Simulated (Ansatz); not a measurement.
# C₂H₅BOSi: how energies converge with the basis set

An exercise on one series of results from a longer session: the logs are not shown, and one member is left open.

The runs use Ansatz 0.2.0, Gaussian basis; one geometry, several basis sets.

The runs, in order: PBE0-D4/def2-SVP; ωB97M-V/def2-SVP; PBE0-D4/def2-QZVPP; ωB97M-V/def2-QZVPP; the functionals' def2-TZVPP values are taken from earlier runs.

1 further run of the same task is left out (it didn't finish).

**Structure used throughout**

An earlier PBE0-D4 in a triple-zeta def2 set relaxation fixed the geometry.

SMILES `O=C1B[SiH2]C1`, 10 atoms, charge 0, spin multiplicity 1.

Atoms are counted from 1 here; the program's logs count them from 0.

Bond lengths: O1–C2 1.204 Å, C2–B3 1.640 Å, C2–C5 1.542 Å, B3–Si4 2.031 Å, B3–H6 1.190 Å, Si4–C5 1.910 Å, Si4–H7 1.488 Å, Si4–H8 1.488 Å, C5–H9 1.094 Å, C5–H10 1.095 Å. Angles: O1–C2–B3 130.4°, O1–C2–C5 126.4°, B3–C2–C5 103.3°, C2–B3–Si4 85.6°, C2–B3–H6 128.9°, Si4–B3–H6 145.5°, B3–Si4–C5 78.5°, B3–Si4–H7 118.2°, B3–Si4–H8 117.8°, C5–Si4–H7 115.0°, C5–Si4–H8 114.9°, H7–Si4–H8 109.5°, C2–C5–Si4 92.7°, C2–C5–H9 111.4°, C2–C5–H10 111.2°, Si4–C5–H9 117.1°, Si4–C5–H10 116.9°, H9–C5–H10 107.0°.

Set-up of the first run:

Contents of in.yaml:

```yaml
crystal:
  periodic: [false, false, false]
  atoms:
    - {symbol: O, position_ang: [-1.798606, 0.799576, 1.433380]}
    - {symbol: C, position_ang: [-0.876560, 0.342796, 0.807410]}
    - {symbol: B, position_ang: [0.263933, -0.752871, 1.242613]}
    - {symbol: Si, position_ang: [0.991925, -0.506948, -0.637878]}
    - {symbol: C, position_ang: [-0.499928, 0.686365, -0.648306]}
    - {symbol: H, position_ang: [0.398303, -1.319051, 2.280295]}
    - {symbol: H, position_ang: [2.320180, 0.143919, -0.799344]}
    - {symbol: H, position_ang: [0.882632, -1.654131, -1.579576]}
    - {symbol: H, position_ang: [-1.318532, 0.456187, -1.337132]}
    - {symbol: H, position_ang: [-0.280248, 1.752958, -0.758464]}
basis:
  gaussian: {orbitals: def2-SVP}
hamiltonian: {xc: pbe0, dispersion: d4}
output: {orbitals: {seedname: orbitals}}
```

Launch:

```console
$ ansatz run in.yaml --threads 2 --pin off --events-out ev --progress --plain --max-ram 4352MiB
```

Steps of the session up to this table: PBE0-D4 in def2-SVP; ωB97M-V in def2-SVP; PBE0-D4 in def2-QZVPP; ωB97M-V in def2-QZVPP.

One table of the session follows, with a row left open; its other results are not shown here.

It belongs to the step «Density functionals: the series». 

```
functional       basis  HOMO (eV)  LUMO (eV)
   PBE0-D4    def2-SVP      -6.82      -3.53
   PBE0-D4  def2-TZVPP      -6.92      -3.63
   PBE0-D4  def2-QZVPP      -6.94      -3.65
   ωB97M-V    def2-SVP      -9.04      -1.38
   ωB97M-V  def2-TZVPP          ?          ?
   ωB97M-V  def2-QZVPP      -9.18      -1.55
```

**Question.** Estimate the row for ωB97M-V, def2-TZVPP.

**Answer.** HOMO (eV): -9.15; LUMO (eV): -1.52. In the column «HOMO (eV)» it lies between ωB97M-V, def2-QZVPP (-9.18) and ωB97M-V, def2-SVP (-9.04).
